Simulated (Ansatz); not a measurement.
Sc3As, space group P6_3/mmc, a conversion between chain and input file

Computed with the Ansatz DFT code, driven from Python.

Contents of `input.yaml`:
```yaml
crystal:
  lattice:
    - [6.146428, 0.0, 0.0]
    - [-3.073214, 5.322963, 0.0]
    - [0.0, 0.0, 4.924177]
  atoms:
    - { symbol: Sc, position: [0.342314, 0.171157, 0.75] }
    - { symbol: Sc, position: [0.828843, 0.171157, 0.75] }
    - { symbol: Sc, position: [0.828843, 0.657686, 0.75] }
    - { symbol: Sc, position: [0.657686, 0.828843, 0.25] }
    - { symbol: Sc, position: [0.171157, 0.828843, 0.25] }
    - { symbol: Sc, position: [0.171157, 0.342314, 0.25] }
    - { symbol: As, position: [0.666667, 0.333333, 0.25] }
    - { symbol: As, position: [0.333333, 0.666667, 0.75] }
kpoints:
  mp_grid: { grid: [5, 5, 5] }
hamiltonian:
  xc: pbesol
  hubbard: { sites: [{ species: Sc, l: d, u_eff: 8.0 }], double_counting: amf }
scf:
  occupations: { method: fermi_dirac, width: 0.15 }
  n_extra_bands: 8
basis:
  ecutwfc: 470
output:
  forces: true
  stress: true
md:
  timestep: 1.0
  n_steps: 500
  ensemble: nvt_langevin
  temperature: 300.0
```

At the Python prompt:
```pycon
>>> import ansatz as az
>>> job = az.Calculation.from_yaml("input.yaml")
>>> print(job.to_python())
(
    az.Lattice.of(((6.146428, 0.0, 0.0), (-3.073214, 5.322963, 0.0), (0.0, 0.0, 4.924177)))
    .atom("Sc", (0.342314, 0.171157, 0.75))
    .atom("Sc", (0.828843, 0.171157, 0.75))
    .atom("Sc", (0.828843, 0.657686, 0.75))
    .atom("Sc", (0.657686, 0.828843, 0.25))
    .atom("Sc", (0.171157, 0.828843, 0.25))
    .atom("Sc", (0.171157, 0.342314, 0.25))
    .atom("As", (0.666667, 0.333333, 0.25))
    .atom("As", (0.333333, 0.666667, 0.75))
    .calculation()
    .basis(cutoff=470.0)
    .kpoints(5, 5, 5)
    .functional("pbesol")
    .hubbard(double_counting="amf")
    .hubbard("Sc", "d", u_eff=8.0)
    .scf(extra_bands=8)
    .occupations(method="fermi_dirac", width=0.15)
    .md(timestep=1.0, steps=500, ensemble="nvt_langevin", temperature=300.0)
    .forces()
    .stress()
)
```

The input is only written out: it wasn't run, and its settings aren't tested. The structure comes from a database and needn't be a stable phase.
